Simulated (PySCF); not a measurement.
**How the numerical set-up moves the result for InH**

Aim: see how much the energy and properties of InH depend on the numerical set-up.

Computed with PySCF 2.14.0. Level: each script names its method and basis.

4 further runs of the same task are left out: 1 for a known fault of the program, 3 that didn't finish.

### 1 Where the work starts

InH: 2 atoms, charge 0, spin multiplicity 1.

Bond lengths: In1–H2 1.710 Å.

### 2 Base script

Input file input.py:

```python
from pyscf import gto, scf, mp

mol = gto.M(
    atom='In 0 0 0; H 0 0 1.71',
    basis='ano-rcc-vdzp',
    charge=0,
    spin=0,
    verbose=4,
)
mf = scf.RHF(mol)
mf = mf.sfx2c1e()
mf.kernel()
mp.MP2(mf, frozen=18).kernel()
mf.dip_moment()
print('orbital energies (hartree):', mf.mo_energy[..., max(0, mol.nelec[1]-3):mol.nelec[0]+3].round(4))
```

Command:

```bash
$ OMP_NUM_THREADS=1 python input.py
```

The log of this run is left out.

Base result: E(SCF) = -5878.758806 Eh, 8 cycles, E(MP2) − E(SCF) = -0.39430 Eh, μ = 0.25 D (of the SCF density).

The bond length is a typed value, not an optimised one.

### 3 Lanl2dz (core potential on, X2C off)

Edit 1 changes basis set: ano-rcc-vdzp → lanl2dz; core potential: off → on; spin-free X2C: on → off; frozen orbitals: 18 → none. The core potential changes with it: totals don't compare.

Input file input.py:

```python
from pyscf import gto, scf, mp

mol = gto.M(
    atom='In 0 0 0; H 0 0 1.71',
    basis='lanl2dz',
    ecp={'In': 'lanl2dz'},
    charge=0,
    spin=0,
    verbose=4,
)
mf = scf.RHF(mol)
mf.kernel()
mp.MP2(mf).kernel()
mf.dip_moment()
print('orbital energies (hartree):', mf.mo_energy[..., max(0, mol.nelec[1]-3):mol.nelec[0]+3].round(4))
```

Command:

```bash
$ OMP_NUM_THREADS=1 python input.py
```

### 4 Def2-svp (core potential on, X2C off)

Edit 2 changes basis set: ano-rcc-vdzp → def2-svp; core potential: off → on; spin-free X2C: on → off; frozen orbitals: 18 → 4. The core potential changes with it: totals don't compare.

Input file input.py:

```python
from pyscf import gto, scf, mp

mol = gto.M(
    atom='In 0 0 0; H 0 0 1.71',
    basis='def2-svp',
    ecp={'In': 'def2-svp'},
    charge=0,
    spin=0,
    verbose=4,
)
mf = scf.RHF(mol)
mf.kernel()
mp.MP2(mf, frozen=4).kernel()
mf.dip_moment()
print('orbital energies (hartree):', mf.mo_energy[..., max(0, mol.nelec[1]-3):mol.nelec[0]+3].round(4))
```

### 5 Density fitting auto

Edit 3 changes density fitting: none → auto.

Edit input.py of step 2 so:

```diff
@@ -11,2 +11,3 @@
 mf = mf.sfx2c1e()
+mf = mf.density_fit()
 mf.kernel()
```

### 6 X2c-svpall

Edit 4 changes basis set: ano-rcc-vdzp → x2c-svpall.

Edit input.py of step 2 so:

```diff
@@ -4,3 +4,3 @@
     atom='In 0 0 0; H 0 0 1.71',
-    basis='ano-rcc-vdzp',
+    basis='x2c-svpall',
     charge=0,
```

What does the calculation give? Wanted: for each run, E(SCF); from base; gap; SCF dipole; after the SCF.

As calculated:

```csv
run,E(SCF) (hartree),from base (eV),cycles,gap (eV),SCF dipole (D),functions,after the SCF
base,-5878.758806,0,8,8.32,0.25,48,"MP2 correlation -10.729 eV, core frozen"
"lanl2dz (core potential on, X2C off)",-2.343671,not comparable,6,8.04,0.24,10,MP2 correlation -0.694 eV
"def2-svp (core potential on, X2C off)",-189.768136,not comparable,8,8.18,0.34,31,"MP2 correlation -1.962 eV, core frozen"
density fitting auto,-5878.758820,-0.0004,8,8.32,0.25,48,"MP2 correlation -10.729 eV, core frozen"
x2c-svpall,-5878.287974,+12.8120,8,8.40,0.27,41,"MP2 correlation -1.868 eV, core frozen"
```

Of the runs whose energies can be compared, “x2c-svpall” moves the SCF energy most (+12.812 eV). x2c-svpall (41 functions) gives an energy 12.81 eV higher than ano-rcc-vdzp (48).
